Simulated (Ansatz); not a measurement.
# BeNaH (singlet): the correlation ladder at distance Be1–H3 = 2.997 Å, cc-pVTZ

Aim: climb from Hartree-Fock through coupled cluster for BeNaH (singlet) at one geometry and basis, and see what each rung misses.

Computed with Ansatz 0.2.0, Gaussian basis. Level: cc-pVTZ, core rule «outside noble gas», up to 6 orbitals frozen.

To be run: UHF; CCSD(T) on RHF; CCSD(T) on UHF; BCCD(T) on RHF; CCSDT(Q) on RHF; CCSDT(Q) on UHF; Full CI.

34 further runs of the same task are left out: 22 for a known fault of the program, 10 that didn't finish, 2 set aside as unsound or not needed. Runs told in other sessions of the task aren't counted.

## (1) The system

The geometry derives from a PBE0/def2-TZVP stationary point (not a proven minimum). One bond is set to the value named and the two fragments are kept rigid.

3 atoms, charge 0, spin multiplicity 1.

Atoms are counted from 1 here; the program's logs count them from 0.

No contacts short enough for the rule that draws bonds.

## (2) UHF

in.yaml

```yaml
crystal:
  periodic: [false, false, false]
  atoms:
    - {symbol: Be, position_ang: [0.000000, 0.000000, 0.106533]}
    - {symbol: Na, position_ang: [0.000000, 0.000000, 2.783933]}
    - {symbol: H, position_ang: [0.000000, 0.000000, -2.890467]}
basis:
  gaussian: {orbitals: cc-pVTZ}
magnetization: {spin_polarized: true, initial_magnetization: 0}
hamiltonian: {xc: hf}
output: {orbitals: {seedname: orbitals}}
```

The run is started by

```sh
$ ansatz run in.yaml --threads 1 --pin off --events-out ev --progress --plain --max-ram 2393MiB
```

After this run come: CCSD(T) on RHF; CCSD(T) on UHF; BCCD(T) on RHF; CCSDT(Q) on RHF; CCSDT(Q) on UHF; Full CI.

Q: Predict the results of all the runs planned. Wanted: FCI from the RHF energy; RMP2 from FCI; UMP2 from FCI; RCCSD from FCI; RCCSD(T) from FCI; UCCSD(T) from FCI; RCCSDT(Q) from FCI; UCCSDT(Q) from FCI; T1 diagnostic.

**Answer**, as computed:

| quantity | value |
| --- | --- |
| FCI from the RHF energy | -2.6471 eV |
| RMP2 from FCI | +972.4 meV |
| UMP2 from FCI | +966.1 meV |
| RCCSD from FCI | +144.7 meV |
| RCCSD(T) from FCI | +31.6 meV |
| UCCSD(T) from FCI | +101.8 meV |
| RCCSDT(Q) from FCI | -1.3 meV |
| UCCSDT(Q) from FCI | +2.6 meV |
| levels within 1 kcal/mol (43 meV) | RCCSD(T), BCCD(T), RCCSDT, UCCSDT, RCCSDT(Q), UCCSDT(Q) |
| T1 diagnostic | 0.085 |
| effectively unpaired electrons | 0.54 |

**Reading.** RCCSD(T) misses by +31.6 meV, 1.2 % of the correlation energy. CCSD(T) misses by +31.6 meV on the restricted determinant and by +101.8 meV on the unrestricted one; the two need not hold the same state or core. The occupations show static correlation (0.54 effectively unpaired electrons where one determinant has 0). These misses are within one basis, not against nature.
